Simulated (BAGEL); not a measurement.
# TiClF3 (SMILES [F][Ti]([F])([F])[Cl]) at 4 levels

Wanted: a comparison of 4 runs (HF/3-21G, B3LYP/6-31G*, PBE0/6-31G*, RI-MP2/6-31G*) of TiClF3. 

The calculation is run with BAGEL 1.2.2.

6 further runs of the same task are left out: 6 that didn't finish.

### 1 The system as given

TiClF3 has 5 atoms, charge 0, and is taken as a singlet. SMILES: `[F][Ti]([F])([F])[Cl]`. The coordinates come from a PBE0-D4/def2-TZVP relaxation.

Bond lengths: F1–Ti2 1.736 Å, Ti2–F3 1.736 Å, Ti2–F4 1.736 Å, Ti2–Cl5 2.175 Å. Angles: F1–Ti2–F3 109.2°, F1–Ti2–F4 109.2°, F1–Ti2–Cl5 109.7°, F3–Ti2–F4 109.2°, F3–Ti2–Cl5 109.7°, F4–Ti2–Cl5 109.7°.

### 2 A single-point energy at HF/3-21G (density fitting with qzvpp-jkfit) (run 1)

job.json reads:

```json
{ "bagel" : [

{
  "title" : "molecule",
  "basis" : "3-21g",
  "df_basis" : "qzvpp-jkfit",
  "angstrom" : "true",
  "geometry" : [
    { "atom" : "F", "xyz" : [      -0.887500,      -0.378900,       1.468700 ] },
    { "atom" : "Ti", "xyz" : [       0.010100,      -0.096600,       0.009600 ] },
    { "atom" : "F", "xyz" : [       1.642900,      -0.645200,       0.227200 ] },
    { "atom" : "F", "xyz" : [      -0.721900,      -0.981300,      -1.292600 ] },
    { "atom" : "Cl", "xyz" : [       0.006200,       2.028300,      -0.454300 ] }
  ]
},

{
  "title" : "hf"
},

{
  "title" : "print",
  "file" : "orbitals.molden",
  "orbitals" : "true"
}

]}
```

Started as:

```bash
$ BAGEL_NUM_THREADS=1 BAGEL job.json > job.out
```

What it wrote:

```text
* using 1 threads per process

  ===============================================================
  ===============================================================

  *** Geometry ***

  { "atom" : "F", "xyz" : [     -1.677132,     -0.716017,      2.775441 ] },
  { "atom" : "Ti", "xyz" : [      0.019086,     -0.182548,      0.018141 ] },
  { "atom" : "F", "xyz" : [      3.104631,     -1.219251,      0.429346 ] },
  { "atom" : "F", "xyz" : [     -1.364193,     -1.854388,     -2.442660 ] },
  { "atom" : "Cl", "xyz" : [      0.011716,      3.832932,     -0.858503 ] },

  Number of auxiliary basis functions:      623

  Since a DF basis is specified, we compute 2- and 3-index integrals:
    o Being stored without compression. Storage requirement is 0.022 GB

  Number of basis functions:       67
  Number of electrons      :       66

    * METHOD: MOLECULE                             0.34

  *** RHF ***

  === Nuclear Repulsion ===
   393.1805716367

      * DIIS with orbital gradients will be used.

  === RHF iteration (3-21g) ===
      0      -1598.04198929          0.03403325           0.13
      1      -1597.57551748          0.06447733           0.12
      2      -1598.54187002          0.00439285           0.12
[... 10 lines of this table left out ...]
     13      -1598.54829318          0.00000001           0.12
    * SCF iteration converged.

    * Permanent dipole moment:
           (   -0.000741,     0.436786,    -0.095350) a.u.

    * METHOD: HF                                   1.94

    * METHOD: PRINT                                0.01

  ===============================================================
```

It took 2.5 s on 1 thread of Arm Neoverse V2, shared host; peak memory 0.13 GiB.

### 3 A single-point energy at B3LYP/6-31G(d) (density fitting with qzvpp-jkfit, spherical functions) (run 2)

dft.json reads:

```json
{ "bagel" : [

{
  "title" : "molecule",
  "basis" : "6-31gs.json",
  "df_basis" : "qzvpp-jkfit",
  "angstrom" : true,
  "geometry" : [
    { "atom" : "F", "xyz" : [      -0.887500,      -0.378900,       1.468700 ] },
    { "atom" : "Ti", "xyz" : [       0.010100,      -0.096600,       0.009600 ] },
    { "atom" : "F", "xyz" : [       1.642900,      -0.645200,       0.227200 ] },
    { "atom" : "F", "xyz" : [      -0.721900,      -0.981300,      -1.292600 ] },
    { "atom" : "Cl", "xyz" : [       0.006200,       2.028300,      -0.454300 ] }
  ]
},

{ "title" : "ks", "xc_func" : "b3lyp" },

{ "title" : "print", "file" : "orbitals.molden", "orbitals" : true }

]}
```

The basis set 6-31G* is read from a file made from the Basis Set Exchange's data (not shown).

Started as:

```bash
$ BAGEL_NUM_THREADS=1 BAGEL dft.json > dft.out
```

What it wrote:

```text
* using 1 threads per process

  ===============================================================
  ===============================================================

  *** Geometry ***

  { "atom" : "F", "xyz" : [     -1.677132,     -0.716017,      2.775441 ] },
  { "atom" : "Ti", "xyz" : [      0.019086,     -0.182548,      0.018141 ] },
  { "atom" : "F", "xyz" : [      3.104631,     -1.219251,      0.429346 ] },
  { "atom" : "F", "xyz" : [     -1.364193,     -1.854388,     -2.442660 ] },
  { "atom" : "Cl", "xyz" : [      0.011716,      3.832932,     -0.858503 ] },

  Number of auxiliary basis functions:      623

  Since a DF basis is specified, we compute 2- and 3-index integrals:
    o Being stored without compression. Storage requirement is 0.044 GB

  Number of basis functions:       94
  Number of electrons      :       66

    * METHOD: MOLECULE                             0.46

  *** Kohn-Sham DFT ***

    * Removing 8777 points whose weight is below 1.00e-10
    * Grid points: 65753

  === Nuclear Repulsion ===
   393.1805716367

       - DIIS with orbital gradients will be used.

  === KS iteration (b3lyp / 6-31gs.json) ===
      0      -1463.46012960          0.15999234           0.44
      1      -1547.81661173          0.14800761           0.42
      2      -1453.12303885          0.24823722           0.42
[... 18 lines of this table left out ...]
     21      -1609.41995455          0.00000001           0.42
    * SCF iteration converged.

    * Permanent dipole moment:
           (   -0.000245,     0.163130,    -0.035596) a.u.

    * METHOD: KS                                   9.49

    * METHOD: PRINT                                0.01

  ===============================================================
```

It took 10 s on 1 thread of Arm Neoverse V2, shared host; peak memory 0.36 GiB.

Run 3 isn't shown in full; the table further down has it.

### 4 A single-point energy at RI-MP2/6-31G(d) (density fitting with qzvpp-jkfit, spherical functions) (run 4)

job.json reads:

```json
{ "bagel" : [

{
  "title" : "molecule",
  "basis" : "6-31gs.json",
  "df_basis" : "qzvpp-jkfit",
  "angstrom" : "true",
  "geometry" : [
    { "atom" : "F", "xyz" : [   -0.887500,   -0.378900,    1.468700 ] },
    { "atom" : "Ti", "xyz" : [    0.010100,   -0.096600,    0.009600 ] },
    { "atom" : "F", "xyz" : [    1.642900,   -0.645200,    0.227200 ] },
    { "atom" : "F", "xyz" : [   -0.721900,   -0.981300,   -1.292600 ] },
    { "atom" : "Cl", "xyz" : [    0.006200,    2.028300,   -0.454300 ] }
  ]
},
{
  "title" : "hf"
},
{
  "title" : "mp2",
  "ncore" : 13
}

]}
```

The basis set 6-31G* is read from a file made from the Basis Set Exchange's data (not shown).

Started as:

```bash
$ BAGEL_NUM_THREADS=1 BAGEL job.json > job.out
```

What it wrote:

```text
* using 1 threads per process

  ===============================================================
  ===============================================================

  *** Geometry ***

[... 29 lines left out ...]
    * SCF iteration converged.
[... 1 line left out ...]
    * Permanent dipole moment:
[... 2 lines left out ...]
    * METHOD: HF                                   2.98

  *** RHF ***

  === Nuclear Repulsion ===
   393.1805716367

      * DIIS with orbital gradients will be used.

  === RHF iteration (6-31gs.json) ===
      0      -1606.39453198          0.00000000           0.18
    * SCF iteration converged.

    * Permanent dipole moment:
           (   -0.000182,     0.132924,    -0.029001) a.u.

  === DF-MP2 calculation ===

    * freezing 13 orbitals
    * 3-index integral transformation done
    * assembly done

      MP2 correlation energy:   -0.9773064645      0.12

      MP2 total energy:       -1607.3718384397

    * METHOD: MP2                                  0.50

  ===============================================================
```

Run time: 4.2 s. Hardware: 1 thread of Arm Neoverse V2, shared host; peak memory 0.18 GiB.

### 5 The series

| run | level | frozen core orbitals | energy (Eh) | dipole moment (D) | HOMO energy (eV) | LUMO energy (eV) | wall time |
| --- | --- | --- | --- | --- | --- | --- | --- |
| 1 | HF/3-21G (density fitting with qzvpp-jkfit) | – | -1598.548293 | 1.14 | -13.75 | 0.21 | 2.5 s |
| 2 | B3LYP/6-31G* (density fitting with qzvpp-jkfit, spherical functions) | – | -1609.419955 | 0.42 | -9.75 | -3.46 | 10 s |
| 3 | PBE0/6-31G* (density fitting with qzvpp-jkfit, spherical functions) | – | -1608.753058 | 0.46 | -10.09 | -3.27 | 11 s |
| 4 | RI-MP2/6-31G* (density fitting with qzvpp-jkfit, spherical functions) | 13 | -1607.371838 | – | – | – | 4.2 s |

### 6 What came out

```
                                           quantity           value
                                run 4: total energy  -1607.37184 Eh
run 4: correlation energy (13 core orbitals frozen)      -977.3 mEh
```

Over runs 1, 2, 3 the dipole moment (its size) runs from 0.42 D (B3LYP/6-31G*) to 1.14 D (HF/3-21G). The two ends differ in method and basis. Over runs 1, 2, 3 the HOMO–LUMO gap runs from 6.29 eV (B3LYP/6-31G*) to 13.96 eV (HF/3-21G). Totals of different functionals can't be ranked against each other. All runs together took 27 s, the longest 11 s.
